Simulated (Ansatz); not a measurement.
# C3H8GaN: one species, many methods

The task here is to estimate one member of a computed series from the others.

The runs use Ansatz 0.2.0, Gaussian basis; functionals in def2-TZVPP, the program's frozen cores in correlated methods.

The runs, in order: PBE-D4, r2SCAN-D4, PBE0-D4, B3LYP-D4, ωB97X-V, ωB97M-V, B2PLYP; CCSD(T)/def2-TZVPP; MP2/def2-QZVPP; extrapolation to the limit.

## The geometry

An earlier PBE0-D4 in a triple-zeta def2 set relaxation fixed the geometry.

SMILES `C[CH]1C[NH][GaH]1`, 13 atoms, charge 0, spin multiplicity 1.

Atoms are counted from 1 here; the program's logs count them from 0.

Bond lengths: C1–C2 1.516 Å, C1–H6 1.094 Å, C1–H7 1.097 Å, C1–H8 1.093 Å, C2–C3 1.548 Å, C2–Ga5 2.004 Å, C2–H9 1.094 Å, C3–N4 1.460 Å, C3–H10 1.100 Å, C3–H11 1.099 Å, N4–Ga5 1.830 Å, N4–H12 1.007 Å, Ga5–H13 1.555 Å. Angles: C2–C1–H6 111.7°, C2–C1–H7 111.6°, C2–C1–H8 111.6°, H6–C1–H7 107.1°, H6–C1–H8 107.4°, H7–C1–H8 107.2°, C1–C2–C3 115.7°, C1–C2–Ga5 122.4°, C1–C2–H9 109.8°, C3–C2–Ga5 86.3°, C3–C2–H9 110.3°, Ga5–C2–H9 110.3°, C2–C3–N4 102.6°, C2–C3–H10 110.2°, C2–C3–H11 111.9°, N4–C3–H10 112.6°, N4–C3–H11 112.6°, H10–C3–H11 107.1° and more.

Set-up of the first run:

Input file in.yaml:

```yaml
crystal:
  periodic: [false, false, false]
  atoms:
    - {symbol: C, position_ang: [-1.717102, 0.209311, 0.037151]}
    - {symbol: C, position_ang: [-0.322455, -0.099414, 0.544283]}
    - {symbol: C, position_ang: [0.582638, -0.898660, -0.423913]}
    - {symbol: N, position_ang: [1.781167, -0.068706, -0.497011]}
    - {symbol: Ga, position_ang: [1.137987, 1.272833, 0.569195]}
    - {symbol: H, position_ang: [-1.692293, 0.727504, -0.926144]}
    - {symbol: H, position_ang: [-2.306075, -0.704880, -0.103727]}
    - {symbol: H, position_ang: [-2.267999, 0.843377, 0.736225]}
    - {symbol: H, position_ang: [-0.383518, -0.605757, 1.512489]}
    - {symbol: H, position_ang: [0.087874, -1.012296, -1.399563]}
    - {symbol: H, position_ang: [0.791533, -1.910404, -0.047869]}
    - {symbol: H, position_ang: [2.566709, -0.377599, -1.046095]}
    - {symbol: H, position_ang: [1.741526, 2.624689, 1.044979]}
basis:
  gaussian: {orbitals: def2-TZVPP}
hamiltonian: {xc: pbe, dispersion: d4}
output: {forces: true, orbitals: {seedname: orbitals}}
```

The run is started by

```bash
$ ansatz run in.yaml --threads 2 --pin off --events-out ev --progress --plain --max-ram 32768MiB --backend cuda --devices 0, --max-vram 18GiB
```

Among the steps run: PBE-D4 (GGA); r2SCAN-D4 (meta-GGA); PBE0-D4 (hybrid); B3LYP-D4 (hybrid); ωB97X-V (range-separated); ωB97M-V (range-separated); B2PLYP (double hybrid); CCSD(T) in def2-TZVPP; MP2 in def2-QZVPP.

One of the session's tables, all rows but one given; the rest of the session is left out.

| method | atomisation energy (kJ/mol) |
| --- | --- |
| PBE-D4 | 4825.0 |
| r2SCAN-D4 | 4730.9 |
| PBE0-D4 | ? |
| B3LYP-D4 | 4715.4 |
| ωB97X-V | 4738.8 |
| ωB97M-V | 4728.3 |
| B2PLYP | 4670.9 |
| HF/def2-TZVPP | 3385.4 |
| MP2/def2-TZVPP | 4679.8 |
| CCSD/def2-TZVPP | 4547.1 |
| CCSD(T)/def2-TZVPP | 4619.3 |
| MP2/CBS | 4790.5 |
| CCSD(T)/CBS | 4730.0 |

Q: Estimate the row for PBE0-D4 from the others.

The run gave: atomisation energy (kJ/mol): 4750.5. In the column «atomisation energy (kJ/mol)» it lies between ωB97X-V (4738.8) and MP2/CBS (4790.5).
